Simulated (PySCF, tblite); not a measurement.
# C4H14FNSi2: geometry, infrared bands and NMR shifts

Aim: predict the infrared bands and NMR shifts of C4H14FNSi2 (`CC[Si@@H](CF)CN[SiH3]`).

The runs use tblite 0.8.0 and PySCF 2.14.0, with density-fitted response routines of our own; the level of theory stands in each step. All values are computed, except where a source is named. Atoms are numbered from 0 throughout.

### 1 The molecule as given

22 atoms, charge 0, multiplicity 1; geometry from: force field or distance geometry start.

Bonds of the start (Å): C0–C1 1.51, C1–Si2 1.89, Si2–C3 1.86, C3–F4 1.36, Si2–C5 1.84, C5–N6 1.44, N6–Si7 1.81, C0–H8 1.11, C0–H9 1.10, C0–H10 1.11, C1–H11 1.08, C1–H12 1.14, Si2–H13 1.48, C3–H14 1.12, C3–H15 1.15, C5–H16 1.12, C5–H17 1.13, N6–H18 1.03, Si7–H19 1.46, Si7–H20 1.47, Si7–H21 1.47.

### 2 Optimising the geometry with GFN2-xTB

The job: settings as JSON, then the geometry in Å.

```
{"job": {"kind": "relax", "xc": "GFN2-xTB", "basis": "xTB"}, "charge": 0, "multiplicity": 1}
C     -1.642500    -1.915500     0.085700
C     -2.195500    -0.514600    -0.034700
Si    -0.811300     0.650800    -0.587000
C     -1.269600     2.298700     0.131300
F     -0.319500     3.264600     0.035400
C      0.746800    -0.083700     0.051600
N      1.937900     0.604400    -0.385900
Si     3.362400    -0.237300     0.335800
H     -0.873900    -1.959100     0.886600
H     -2.436700    -2.641500     0.331400
H     -1.243400    -2.183100    -0.913300
H     -3.001600    -0.396500    -0.746200
H     -2.438500    -0.156800     1.016100
H     -0.848300     0.653700    -2.070500
H     -2.205700     2.632600    -0.390500
H     -1.608600     2.102900     1.208200
H      0.855600    -1.151600    -0.262200
H      0.716600    -0.155600     1.180200
H      2.038400     0.624900    -1.409300
H      2.954500    -0.960600     1.533200
H      3.842500    -1.153600    -0.707200
H      4.430100     0.696400     0.710800
```

Run with:

```console
$ OMP_NUM_THREADS=1 python probes_run.py task.json out
```

One launch serves the whole session: the jobs run in the order shown.

**Question.** This job is followed by: GFN2-xTB harmonic vibrations, gas phase; GIAO PBE0/pcSseg-1 NMR shielding, non-relativistic, gas phase. What will the session give for the following? strongest single infrared mode (GFN2-xTB); zero-point energy (GFN2-xTB); 13C shifts against TMS (PBE0/pcSseg-1); 1H shifts against TMS (PBE0/pcSseg-1, means over atoms taken as alike); 29Si shifts against TMS (PBE0/pcSseg-1); 19F shifts against CFCl3 (PBE0/pcSseg-1); 15N shifts against NH3 (PBE0/pcSseg-1).

**Answer**, as computed:

| quantity | value |
| --- | --- |
| strongest single infrared mode (GFN2-xTB) | 2146 cm⁻¹, 393 km/mol |
| zero-point energy (GFN2-xTB) | 106.5 kcal/mol |
| 13C shifts against TMS (PBE0/pcSseg-1) | 82.8, 33.2, 10.5, 4.9 ppm |
| 1H shifts against TMS (PBE0/pcSseg-1, means over atoms taken as alike) | 5.11, 5.02, 4.60, 4.41, 3.03, 2.65, 1.10, 0.43, 0.42, 0.28 ppm |
| 29Si shifts against TMS (PBE0/pcSseg-1) | -19.9, -54.7 ppm |
| 19F shifts against CFCl3 (PBE0/pcSseg-1) | -308.3 ppm |
| 15N shifts against NH3 (PBE0/pcSseg-1) | 6.2 ppm |

What this shows: Relaxing lowered the energy by 1.071 eV in 188 steps; the close pair that moved most is N6–Si7, from 1.805 to 1.715 Å. No mode is imaginary among the 60: a minimum at this level. The strongest single mode, at 2146 cm⁻¹, moves mainly H19. Unscaled tight-binding wavenumbers are off by several per cent, some by more. Its intensities can rank the bands wrongly. The most deshielded carbon is C3 (sp3 CH2 bonded to F and Si), at 82.8 ppm: deshielded by the electronegative neighbour.
